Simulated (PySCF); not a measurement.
# SeF at other levels of theory

What do other methods print for SeF?

Program: PySCF 2.14.0. Level of theory: method and basis as typed in the scripts. These are calculated values, not measurements.

2 further runs of the same task are left out: 2 that didn't finish.

## 1. Starting geometry

SeF: 2 atoms, charge 0, spin multiplicity 2.

Bond lengths: Se1–F2 1.557 Å.

## 2. The base run

File input.py:

```python
from pyscf import gto, scf

mol = gto.M(
    atom='Se 0 0 0; F 0 0 1.557',
    basis='cc-pvdz',
    charge=0,
    spin=1,
    verbose=4,
)
mf = scf.UHF(mol)
mf.kernel()
mf.nuc_grad_method().kernel()
mf.dip_moment()
print('orbital energies (hartree):', [e[max(0, n-3):n+3].round(4) for e, n in zip(mf.mo_energy, mol.nelec)])
```

Command:

```bash
python input.py
```

## 3. RHF

Run 1 changes SCF type: UHF → RHF.

File input.py:

```python
from pyscf import gto, scf

mol = gto.M(
    atom='Se 0 0 0; F 0 0 1.557',
    basis='cc-pvdz',
    charge=0,
    spin=1,
    verbose=4,
)
mf = scf.RHF(mol)
mf.kernel()
mf.nuc_grad_method().kernel()
mf.dip_moment()
print('orbital energies (hartree):', mf.mo_energy[..., max(0, mol.nelec[1]-3):mol.nelec[0]+3].round(4))
```

## 4. SCF alone

Run 2 changes step after the SCF: gradient → none.

input.py, as its differences from that of step 2:

```diff
@@ -11,3 +11,2 @@
 mf.kernel()
-mf.nuc_grad_method().kernel()
 mf.dip_moment()
```

## 5. Geometry optimisation

Run 3 changes step after the SCF: gradient → optimize.

File input.py:

```python
from pyscf import gto, scf
from pyscf.geomopt.geometric_solver import optimize

mol = gto.M(
    atom='Se 0 0 0; F 0 0 1.557',
    basis='cc-pvdz',
    charge=0,
    spin=1,
    verbose=4,
)
mf = scf.UHF(mol)
mf.kernel()
mol_eq = optimize(mf, maxsteps=30)
print('optimised geometry (angstrom)')
print(mol_eq.tostring('raw'))
print('orbital energies (hartree):', [e[max(0, n-3):n+3].round(4) for e, n in zip(mf.mo_energy, mol.nelec)])
```

## 6. Polarisability

Run 4 changes step after the SCF: gradient → polarizability.

input.py, as its differences from that of step 2:

```diff
@@ -1,2 +1,3 @@
 from pyscf import gto, scf
+from pyscf.prop.polarizability import uhf as pol
 
@@ -11,3 +12,4 @@
 mf.kernel()
-mf.nuc_grad_method().kernel()
+print('polarizability (a.u.)')
+print(pol.Polarizability(mf).polarizability().round(4))
 mf.dip_moment()
```

## 7. Camb3lyp (UKS)

Run 5 changes functional: none (Hartree–Fock) → camb3lyp; SCF type: UHF → UKS; step after the SCF: gradient → analyze.

File input.py:

```python
from pyscf import gto, dft

mol = gto.M(
    atom='Se 0 0 0; F 0 0 1.557',
    basis='cc-pvdz',
    charge=0,
    spin=1,
    verbose=4,
)
mf = dft.UKS(mol, xc='camb3lyp')
mf.kernel()
mf.analyze()
print('orbital energies (hartree):', [e[max(0, n-3):n+3].round(4) for e, n in zip(mf.mo_energy, mol.nelec)])
```

## 8. ROHF

Run 6 changes SCF type: UHF → ROHF.

File input.py:

```python
from pyscf import gto, scf

mol = gto.M(
    atom='Se 0 0 0; F 0 0 1.557',
    basis='cc-pvdz',
    charge=0,
    spin=1,
    verbose=4,
)
mf = scf.ROHF(mol)
mf.kernel()
mf.nuc_grad_method().kernel()
mf.dip_moment()
print('orbital energies (hartree):', mf.mo_energy[..., max(0, mol.nelec[1]-3):mol.nelec[0]+3].round(4))
```

Q: Predict the outcome of this session. Wanted: for each run, E(SCF); from base; gap, α spin; SCF dipole; after the SCF.

**Answer**, as computed:

| run | E(SCF) (hartree) | from base (eV) | cycles | gap, α spin (eV) | SCF dipole (D) | after the SCF |
| --- | --- | --- | --- | --- | --- | --- |
| base | -2499.177248 | 0 | 11 | 13.27 | 1.15 | n/a |
| RHF | -2499.173245 | +0.1089 | 9 | n/a | 1.15 | n/a |
| SCF alone | -2499.177248 | 0.0000 | 11 | 13.27 | 1.15 | n/a |
| geometry optimisation | -2499.177248 | 0.0000 | 11 | 13.27 | n/a | bond 1.746 Å, -0.783 eV |
| polarisability | -2499.177248 | 0.0000 | 11 | 13.27 | 1.15 | n/a |
| camb3lyp (UKS) | -2501.377171 | not comparable | 9 | 8.80 | 0.79 | n/a |
| ROHF | -2499.173245 | +0.1089 | 9 | n/a | 1.15 | n/a |

SCF columns refer to the geometry typed in the script.

What this shows: Of the runs whose energies can be compared, “RHF” moves the SCF energy most (+0.109 eV). Total energies of different functionals can't be compared with each other; differences within one functional can. The dearest run is “geometry optimisation”, at 7.7 s against 2.3 s.
